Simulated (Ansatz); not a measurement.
# Lower states of Ni: further starts and searches

Plain starts of Ni have been run. Do the further runs listed below go lower? System: Ni, its deposited structure (space group Fm-3m, primitive cell doubled); the cell holds 2 atoms. Source: COD entry 4320507.

Method: DFT LDA, PAW, plane waves, scalar-relativistic, in Ansatz 0.2.0.

## (1) The starting structure

It takes space group Fm-3m (No. 225, cubic). The conventional cell has a = 3.537 Å, b = 3.537 Å, c = 3.537 Å, α = 90.00°, β = 90.00°, γ = 90.00°. Around Ni (site symmetry m-3m) lie 12 Ni at 2.50 Å.

Coordinates:

```cif
data_structure
_symmetry_space_group_name_H-M 'P 1'
_symmetry_Int_Tables_number 1
_cell_length_a 2.5007
_cell_length_b 4.3314
_cell_length_c 2.5007
_cell_angle_alpha 90.000
_cell_angle_beta 90.000
_cell_angle_gamma 54.736
_cell_volume 22.12
loop_
_atom_site_label
_atom_site_type_symbol
_atom_site_fract_x
_atom_site_fract_y
_atom_site_fract_z
_atom_site_occupancy
Ni1 Ni 0.00000 0.00000 0.00000 1
Ni2 Ni 0.00000 0.50000 0.50000 1
```

Labels such as Ni2 number the atoms in the order of the input file.

Known so far: 8 plain starts ended in 2 states. The lowest came from “parallel moments, Broyden mixing, no switch to direct minimisation [Ni1 2.00, Ni2 2.00 μB]”: ferromagnetic, site moments Ni1 0.63, Ni2 0.63 μB, total 1.21 μB per cell, no gap on the k-mesh, free energy -11546.6753 eV.

Runs to come: parallel moments, default search for lower states; opposed moments +-, default search for lower states; the moments typed in its input, symmetry off, plain SCF; the moments typed in its input, standard search for lower states.

A plain SCF has the search for lower states switched off and ends at the first converged state. The default search runs further SCF cycles only where the state itself hints at a lower one. The standard and full searches may also try other magnetic orders and fillings, and need not reach the lowest state. With a search on, the program may also reshape the start on open shells. 

The total moment includes the space between the atomic spheres.

## (2) Parallel moments, default search for lower states

input.yaml reads:

```yaml
crystal:
  lattice:
    - [0.0, -1.76827, -1.76827]
    - [-3.53654, -1.76827, -1.76827]
    - [0.0, 1.76827, -1.76827]
  atoms:
    - { symbol: Ni, position: [0.0, 0.0, 0.0], spin: 2.0 }
    - { symbol: Ni, position: [0.0, 0.5, 0.5], spin: 2.0 }
magnetization:
  spin_polarized: true
hamiltonian:
  xc: lda
  pseudopotentials: { kind: paw }
basis:
  ecutwfc: 420
kpoints:
  mp_grid: { grid: [14, 8, 12] }
scf:
  occupations: { method: fermi_dirac, width: 0.1 }
output:
  forces: true
  stress: true
  write_density: true
  write_potential: true
  elf: true
  volumetric_format: npy
```

Run with:

```
> ansatz run input.yaml --threads 2 --pin off --max-ram 5120MiB --backend cpu --events-out ev --progress --plain --runs-dir out
```

**Question.** The other runs differ from this input as named above. Which state comes out lowest, and how do the others lie? Wanted: distinct states; lowest state; total moment; gap on the k-mesh; pressure; largest force.

The runs gave:

| quantity | value |
| --- | --- |
| distinct states | 1 from 5 converged runs, the best start of step 1 counted |
| lowest state | ferromagnetic |
| its moments | Ni1 0.63, Ni2 0.63 μB |
| total moment | 1.21 μB per cell |
| gap on the k-mesh | none |
| pressure | -19.2 GPa |
| largest force | 0.000 eV/Å |

What this shows: Nothing lower turns up: the best plain start stands. Distinct end states: 1, from 5 converged runs. A lower state than any found can't be excluded. The mesh has less symmetry than the lattice, which lowers the symmetry of the run.
